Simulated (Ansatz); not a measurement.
# CH5B2N: a ladder of functionals and wavefunction methods

Aim: compute CH5B2N with functionals from several rungs and with coupled cluster, and see how far each lands from CCSD(T) at the basis-set limit for the atomisation energy.

Program: Ansatz 0.2.0, Gaussian basis. Level of theory: functionals in def2-TZVPP, the program's frozen cores in correlated methods. These are calculated values, not measurements.

The runs, in order: LDA (SPW92), PBE-D4, revPBE-D4, BLYP-D4, r2SCAN-D4, B97M-V, PBE0-D4, B3LYP-D4, r2SCANh-D4, r2SCAN0-D4, HSE06-D4, BHLYP-D4, CAM-B3LYP-D4, LC-ωPBE, ωB97X-V, ωB97M-V, B2PLYP, PBE-QIDH; CCSD(T)/def2-SVP; CCSD(T)/def2-TZVPP; MP2/def2-QZVPP; extrapolation to the limit; RPA on PBE.

**1. The relaxed structure**

All runs share one geometry, relaxed beforehand with PBE0-D4 in a triple-zeta def2 set.

SMILES `BB1CN1`, 9 atoms, charge 0, spin multiplicity 1.

Atoms are counted from 1 here; the program's logs count them from 0.

Bond lengths: B1–B2 1.632 Å, B1–H5 1.198 Å, B1–H6 1.197 Å, B2–C3 1.590 Å, B2–N4 1.356 Å, C3–N4 1.443 Å, C3–H7 1.088 Å, C3–H8 1.090 Å, N4–H9 1.003 Å. Angles: B2–B1–H5 121.0°, B2–B1–H6 122.0°, H5–B1–H6 116.8°, B1–B2–C3 146.8°, B1–B2–N4 155.1°, C3–B2–N4 58.0°, B2–C3–N4 52.8°, B2–C3–H7 121.4°, B2–C3–H8 118.9°, N4–C3–H7 116.7°, N4–C3–H8 118.4°, H7–C3–H8 114.6°, B2–N4–C3 69.2°, B2–N4–H9 148.3°, C3–N4–H9 134.0°.

**2. LDA**

This LDA is Slater exchange with PW92 correlation.

in.yaml

```yaml
crystal:
  periodic: [false, false, false]
  atoms:
    - {symbol: B, position_ang: [-0.727506, 1.327817, -0.994444]}
    - {symbol: B, position_ang: [-0.166410, 0.197357, 0.041015]}
    - {symbol: C, position_ang: [0.575308, -1.198465, 0.211761]}
    - {symbol: N, position_ang: [0.142575, -0.307577, 1.260579]}
    - {symbol: H, position_ang: [0.017997, 2.098196, -1.528961]}
    - {symbol: H, position_ang: [-1.879106, 1.377010, -1.318164]}
    - {symbol: H, position_ang: [0.039412, -2.140951, 0.119158]}
    - {symbol: H, position_ang: [1.640699, -1.259397, -0.010126]}
    - {symbol: H, position_ang: [0.445429, -0.140289, 2.202183]}
basis:
  gaussian: {orbitals: def2-TZVPP}
hamiltonian: {xc: lda}
output: {orbitals: {seedname: orbitals}}
```

The runs that follow: PBE-D4 (GGA); revPBE-D4 (GGA); BLYP-D4 (GGA); r2SCAN-D4 (meta-GGA); B97M-V (meta-GGA); PBE0-D4 (hybrid); B3LYP-D4 (hybrid); r2SCANh-D4 (hybrid); r2SCAN0-D4 (hybrid); HSE06-D4 (hybrid); BHLYP-D4 (hybrid); CAM-B3LYP-D4 (range-separated); LC-ωPBE (range-separated); ωB97X-V (range-separated); ωB97M-V (range-separated); B2PLYP (double hybrid); PBE-QIDH (double hybrid); CCSD(T) in def2-SVP; CCSD(T) in def2-TZVPP; MP2 in def2-QZVPP; RPA on PBE orbitals.

Q: Predict the results of all the runs planned. Wanted: atomisation energy, CCSD(T)/CBS; farthest beyond LDA; mean size of error, GGA; mean size of error, meta-GGA; mean size of error, hybrid; mean size of error, range-separated; mean size of error, double hybrid; gap, smallest and largest; T1 diagnostic.

As calculated:

| quantity | value |
| --- | --- |
| atomisation energy, CCSD(T)/CBS | 3300.8 kJ/mol |
| functionals within 16.5 kJ/mol (0.5 %) | r2SCAN0-D4, B2PLYP |
| farthest beyond LDA | PBE-D4 (+133.6 kJ/mol) |
| mean size of error, GGA | 77.6 kJ/mol |
| mean size of error, meta-GGA | 58.7 kJ/mol |
| mean size of error, hybrid | 47.5 kJ/mol |
| mean size of error, range-separated | 54.6 kJ/mol |
| mean size of error, double hybrid | 17.6 kJ/mol |
| gap, smallest and largest | 3.46 eV (LDA (SPW92)), 10.67 eV (LC-ωPBE) |
| T1 diagnostic | 0.0146 |
| triples share of the correlation energy | 4.1 % |

What this shows: LDA overbinds by 530.4 kJ/mol (16 %). PBE-D4 misses by +133.6 kJ/mol. Double hybrids carry the basis error of their MP2 part in triple zeta, and no dispersion term here, so their miss is partly the set-up's. Taken by rung, double hybrid functionals do best (17.6 kJ/mol on average) and GGA ones worst beyond LDA (77.6 kJ/mol). Misses under about 16.5 kJ/mol are within the doubt on the reference itself, which lacks core-valence correlation, relativity and higher excitations. Hartree-Fock recovers 74 % of the binding; the rest is correlation. CCSD(T) in def2-SVP is off by -143.1 kJ/mol, so the small basis spoils what the method gains. The gap grows from 3.5 to 10.7 eV across the functionals, mostly with the share of exact exchange.
